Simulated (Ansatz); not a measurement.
# LaGe3B: a short molecular-dynamics run

What does LaGe3B do over 20 steps of 1 fs under a Nosé-Hoover thermostat at 900 K? The cell is an amorphous cell of 10 atoms, taken as it stands, without a relaxation.

Method: DFT PBE, plane waves, PAW, scalar-relativistic, no spin polarisation, in Ansatz 0.2.0.

The cell holds 10 atoms (B2Ge6La2): a = 6.380 Å, b = 5.433 Å, c = 6.126 Å, α = 81.86°, β = 90.19°, γ = 83.30°.

Structure file:

```xyz
10
Lattice="6.3773 0.0062 -0.1927 0.6312 5.3956 0.0899 0.1625 0.7532 6.0776" Properties=species:S:1:pos:R:3 pbc="T T T"
Ge    4.1084    5.5448    5.3158
Ge    2.6889    4.9428    1.6624
B     1.8168    4.2184    5.8555
B     4.4004    3.4724    1.0973
La    5.2419    0.8873    2.0924
La    0.7885    1.5805    5.2382
Ge    2.5924    2.0037    1.2121
Ge    1.0612    3.3233    2.7307
Ge    4.0327    3.7158    3.4252
Ge    6.1951    4.4042    4.5628
```

```
                                    quantity                           value
                                      length                20 steps of 1 fs
            temperature, first and last step                   900 and 695 K
                    temperature, second half   mean 743 K, from 695 to 803 K
               potential energy, second half     +18 meV/atom from the start
      largest change of the conserved energy                   0.02 meV/atom
       mean square displacement, second half  B 0.057, Ge 0.004, La 0.004 Å²
bonds among non-metal atoms formed or broken                               0
```

What this shows: Against a set 900 K the second half averages 743 K, going from 803 to 695 K over that half; 18 meV/atom has gone into potential energy, and a thermostat that acts over some 100 fs has not made it up in 20 fs. The conserved energy strays from its start by at most 0.02 meV/atom, under 0.1 % of the mean kinetic energy, which is good for a step of 1 fs. Over the second half B atoms stand 0.2 Å (root mean square) from where they began, and the farthest move is 0.4 Å. Averages from a run of 20 fs with 10 atoms are rough.

**Question.** Which input and command would start the first run of this session?

One input that does so (others would too):

File input.yaml:

```yaml
crystal:
  lattice:
    - [6.377325, 0.006163, -0.192679]
    - [0.631239, 5.395605, 0.089918]
    - [0.162498, 0.753243, 6.077554]
  atoms:
    - { symbol: Ge, position: [0.532321, 0.904446, 0.878161] }
    - { symbol: Ge, position: [0.327834, 0.877883, 0.270941] }
    - { symbol: B, position: [0.196315, 0.647571, 0.960112] }
    - { symbol: B, position: [0.624144, 0.61616, 0.191214] }
    - { symbol: La, position: [0.80148, 0.11215, 0.368038] }
    - { symbol: La, position: [0.084603, 0.172477, 0.862028] }
    - { symbol: Ge, position: [0.367377, 0.342182, 0.206023] }
    - { symbol: Ge, position: [0.100258, 0.553792, 0.444297] }
    - { symbol: Ge, position: [0.557572, 0.608148, 0.57226] }
    - { symbol: Ge, position: [0.881771, 0.707996, 0.768242] }
kpoints:
  mp_grid: { grid: [3, 3, 3] }
magnetization:
  spin_polarized: false
scf:
  occupations: { method: gaussian, width: 0.1 }
hamiltonian:
  pseudopotentials: { kind: paw }
  xc: pbe
basis:
  ecutwfc: 420
md:
  timestep: 1.0
  n_steps: 20
  ensemble: nvt_nose_hoover
  temperature: 900.0
  initial_velocities: maxwell_boltzmann
  seed: 689612
```

Run with:

```sh
> ansatz run input.yaml --threads 2 --pin off --max-ram 2560MiB --backend cpu --events-out ev --progress --plain --runs-dir out
```
